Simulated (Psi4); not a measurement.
**SnH4 (SMILES [SnH4]): DSD-PBEP86/def2-SVPD (core potential, density fitting for correlation)**

Aim: the vertical singlet–triplet gap of SnH4 at DSD-PBEP86/def2-SVPD (core potential, density fitting for correlation), from 2 runs. 

The results are computed with Psi4 1.11.

8 further runs of the same task are left out: 7 that didn't finish, 1 set aside as unsound or not needed.

### 1 The structure to begin with

SnH4 has 5 atoms, charge 0, and is taken as a singlet. SMILES: `[SnH4]`. Geometry: relaxed at PBE0-D4/def2-TZVP.

Bond lengths: Sn1–H2 1.704 Å, Sn1–H3 1.704 Å, Sn1–H4 1.704 Å, Sn1–H5 1.704 Å. Angles: H2–Sn1–H3 109.5°, H2–Sn1–H4 109.5°, H2–Sn1–H5 109.5°, H3–Sn1–H4 109.5°, H3–Sn1–H5 109.5°, H4–Sn1–H5 109.5°.

### 2 The energy at DSD-PBEP86/def2-SVPD (core potential, density fitting for correlation)

Contents of input.json:

```json
{
  "schema_name": "qcschema_input",
  "schema_version": 1,
  "molecule": {
    "schema_name": "qcschema_molecule",
    "schema_version": 2,
    "symbols": ["Sn", "H", "H", "H", "H"],
    "geometry": [5.669e-05, 1.89e-05, 7.559e-05, 1.55698315, -1.61284345, 2.31102167, -2.95479467, 0.76235331, 1.02638585, -0.22073891, -1.84174598, -2.63142473, 1.61849373, 2.69217943, -0.70607727],
    "molecular_charge": 0,
    "molecular_multiplicity": 1,
    "fix_symmetry": "c1"
  },
  "driver": "energy",
  "model": {
    "method": "dsd-pbep86",
    "basis": "def2-SVPD"
  },
  "keywords": {
    "puream": true,
    "e_convergence": 1e-09,
    "d_convergence": 1e-08,
    "scf_type": "pk",
    "dft_radial_points": 99,
    "dft_spherical_points": 590,
    "num_frozen_docc": 4
  }
}
```

Launch:

```
psi4 --qcschema input.json -n 1 --memory 2200MB
```

stdout:

```text
[...]
    !!!  WARNING: ECP capability is in beta. Please check occupations closely.  !!!
[...]
  Running in c1 symmetry.
[...]
  Nuclear repulsion =   28.473969962432189
[...]
  Multiplicity = 1
[...]
  Nalpha       = 13
  Nbeta        = 13
[...]
    Number of basis functions: 64
[...]
   @RKS iter   1:  -216.04238384413947   -1.34001e+00   5.32330e-03 ADIIS/DIIS
[...]
   @RKS iter   8:  -216.10914185503273   -1.63141e-11   8.46934e-09 DIIS
[...]
    Orbital Energies [Eh]
    ---------------------
    Doubly Occupied:
       1A     -5.599460     2A     -3.841607     3A     -3.841605
       4A     -3.841604     5A     -1.221322     6A     -1.221321
       7A     -1.221320     8A     -1.215325     9A     -1.215322
      10A     -0.632030    11A     -0.408575    12A     -0.408560
      13A     -0.408525
[...]
  @RKS Final Energy:  -216.10914185503273
   => Energetics <=
    Nuclear Repulsion Energy =             28.4739699624321894
    One-Electron Energy =                -435.0549038032411318
    Two-Electron Energy =                 196.1250382329769479
    DFT Exchange-Correlation Energy =      -5.6532462472007534
    Empirical Dispersion Energy =           0.0000000000000000
    VV10 Nonlocal Energy =                  0.0000000000000000
    Total Energy =                       -216.1091418550327319
[...]
 Multipole Moments:
 ------------------------------------------------------------------------------------
     Multipole            Electronic (a.u.)      Nuclear  (a.u.)        Total (a.u.)
 ------------------------------------------------------------------------------------
 L = 1.  Multiply by 2.5417464519 to convert [e a0] to [Debye]
 Dipole X            :          0.0002891           -0.0002235            0.0000655
 Dipole Y            :          0.0001418           -0.0001043            0.0000375
 Dipole Z            :          0.0003818           -0.0003129            0.0000689
 Magnitude           :                                                    0.0001022
[...]
```

The result, in JSON:

```text
{
 "driver": "energy",
 "model": {
  "method": "dsd-pbep86",
  "basis": "def2-SVPD"
 },
 "success": true,
 "return_result": -216.18610247171685,
 "properties": {
  "calcinfo_nbasis": 64,
  "calcinfo_nmo": 64,
  "calcinfo_nalpha": 13,
  "calcinfo_nbeta": 13,
  "calcinfo_natom": 5,
  "nuclear_repulsion_energy": 28.47396996243219,
  "return_energy": -216.18610247171685,
  "scf_one_electron_energy": -435.05490380324113,
  "scf_two_electron_energy": 196.12503823297695,
  "scf_xc_energy": -5.653246247200753,
  "scf_dipole_moment": [6.55323473108399e-05, 3.751374051212675e-05, 6.888924391476592e-05],
  "scf_total_energy": -216.10914185503273,
  "scf_iterations": 8
 }
}
```

It took 18 s on 1 thread of Intel Xeon at 2.50GHz (Skylake/Cascade Lake), shared host; peak memory 0.76 GiB.

### 3 The triplet

Contents of job.dat:

```
memory 2200 MB

molecule m {
  0 3
  Sn
  H 1 r2
  H 1 r3 2 a3
  H 1 r4 3 a4 2 d4
  H 1 r5 3 a5 4 d5

  r2 = 1.703738
  r3 = 1.703722
  a3 = 109.48905
  r4 = 1.703724
  a4 = 109.45451
  d4 = 119.99538
  r5 = 1.70373
  a5 = 109.46785
  d5 = 120.00351
  symmetry c1
  no_reorient
  no_com
}

set {
  reference            uks
  puream               true
  e_convergence        1e-09
  d_convergence        1e-08
  scf_type             pk
  dft_radial_points    99
  dft_spherical_points 590
  num_frozen_docc      4
  maxiter              100
}

energy('dsd-pbep86/def2-SVPD')
print_variables()
```

Launch:

```
psi4 -i job.dat -o job.out -n 1
```

job.out:

```text
[...]
    !!!  WARNING: ECP capability is in beta. Please check occupations closely.  !!!
[...]
  Running in c1 symmetry.
[...]
  Nuclear repulsion =   28.473970929762476
[...]
  Multiplicity = 3
[...]
  Nalpha       = 14
  Nbeta        = 12
[...]
    Number of basis functions: 64
[...]
   @UKS iter   1:  -215.72005252837965   -1.01466e+00   5.73635e-03 ADIIS/DIIS
[...]
   @UKS iter  20:  -215.84221629219331   -1.50635e-11   8.07582e-09 DIIS
[...]
   @S^2 Observed:                2.004017320E+00
[...]
    Orbital Energies [Eh]
    ---------------------
    Alpha Occupied:
       1A     -5.626906     2A     -3.877147     3A     -3.862833
       4A     -3.862832     5A     -1.260970     6A     -1.248581
       7A     -1.248574     8A     -1.237679     9A     -1.237677
      10A     -0.716258    11A     -0.542538    12A     -0.433205
      13A     -0.433143    14A     -0.133216
    Alpha Virtual:
      15A      0.038915    16A      0.049407    17A      0.049422
      18A      0.098953    19A      0.098972    20A      0.106944
      21A      0.126604    22A      0.159399    23A      0.159641
      24A      0.207722    25A      0.216183    26A      0.216619
[...]
  @UKS Final Energy:  -215.84221629219331
   => Energetics <=
    Nuclear Repulsion Energy =             28.4739709297624763
    One-Electron Energy =                -434.1151239859539714
    Two-Electron Energy =                 195.4397496804770071
    DFT Exchange-Correlation Energy =      -5.6408129164788123
    Empirical Dispersion Energy =           0.0000000000000000
    VV10 Nonlocal Energy =                  0.0000000000000000
    Total Energy =                       -215.8422162921933136
[...]
 Multipole Moments:
 ------------------------------------------------------------------------------------
     Multipole            Electronic (a.u.)      Nuclear  (a.u.)        Total (a.u.)
 ------------------------------------------------------------------------------------
 L = 1.  Multiply by 2.5417464519 to convert [e a0] to [Debye]
 Dipole X            :         -0.5787904           -0.0002830           -0.5790734
 Dipole Y            :         -0.3348693           -0.0000132           -0.3348825
 Dipole Z            :         -0.2382378           -0.0002809           -0.2385188
 Magnitude           :                                                    0.7101855
[...]
```

Run time: 38 s. Hardware: 1 thread of Intel Xeon at 2.50GHz (Skylake/Cascade Lake), shared host; peak memory 0.77 GiB.

### 4 What came out

Level: DSD-PBEP86/def2-SVPD (core potential, density fitting for correlation), 4 core orbitals frozen.

| quantity | value |
| --- | --- |
| singlet: total energy | -216.18610 Eh |
| singlet: HOMO energy (SCF part's orbitals) | -11.12 eV |
| singlet: LUMO energy (SCF part's orbitals) | 1.10 eV |
| singlet: HOMO–LUMO gap (SCF part's orbitals) | 12.21 eV |
| triplet: total energy | -215.91484 Eh |
| triplet: HOMO energy (SCF part's orbitals) (highest over α and β) | -3.62 eV |
| triplet: ⟨S²⟩ | 2.004 |
| vertical energy of the triplet above the singlet | 7.381 eV |

In words: At this shape the triplet lies 7.38 eV (170 kcal/mol) above the singlet.
